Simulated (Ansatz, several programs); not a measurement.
BaCaS₂ as one 4-atom ordering (P4/mmm) on the rocksalt lattice, relaxed with PBE in Ansatz (plane waves, PAW): the symmetry is P4/mmm (No. 123, tetragonal); a = 4.339 Å, c = 6.126 Å in the conventional setting, 28.84 Å³ an atom. Ca is surrounded by 6 S at 3.06–3.07 Å; S is surrounded by 2 Ca at 3.06 Å and 4 Ba at 3.07 Å; Ba is surrounded by 6 S at 3.06–3.07 Å; S is surrounded by 2 Ba at 3.06 Å and 4 Ca at 3.07 Å. The cell was then scaled with its shape and fractional coordinates held, which makes it stiffer than a relaxed compression. No spin polarisation and no zero-point or thermal motion; the cell was built from a prototype and may be hypothetical.

```csv
V (Å³/atom),E (meV/atom)
27.108,17.06
28.839,0.00
29.704,3.67
30.569,13.88
```

**Question.** Pass a cubic E = c₀ + c₁u + c₂u² + c₃u³, with u = V − 29.055 Å³, through these points.

**Answer.** c₀ = 0.24, c₁ = +2.193, c₂ = 4.967, c₃ = -0.3064 (meV and Å³).

**Question.** Where is the minimum, and what bulk modulus follows?

**Answer.** dE/du = 0 at u = -0.216, so V₀ = 28.84 Å³. B = V₀ d²E/dV² = 28.84 × (2c₂ + 6c₃u) = 28.84 × 10.332 = 298 meV/Å³, and 1 meV/Å³ is 0.16022 GPa: 48 GPa. A third-order Birch-Murnaghan fit to all five points gives 28.84 Å³ and 47 GPa.

**Question.** Predict the energy and the pressure at the withheld volume, 27.973 Å³.

**Answer.** With u = -1.082: E ≈ 4.07 meV and P = −dE/dV ≈ +1.54 GPa. The run gives 4.02 meV and, from its stress, +1.53 GPa.
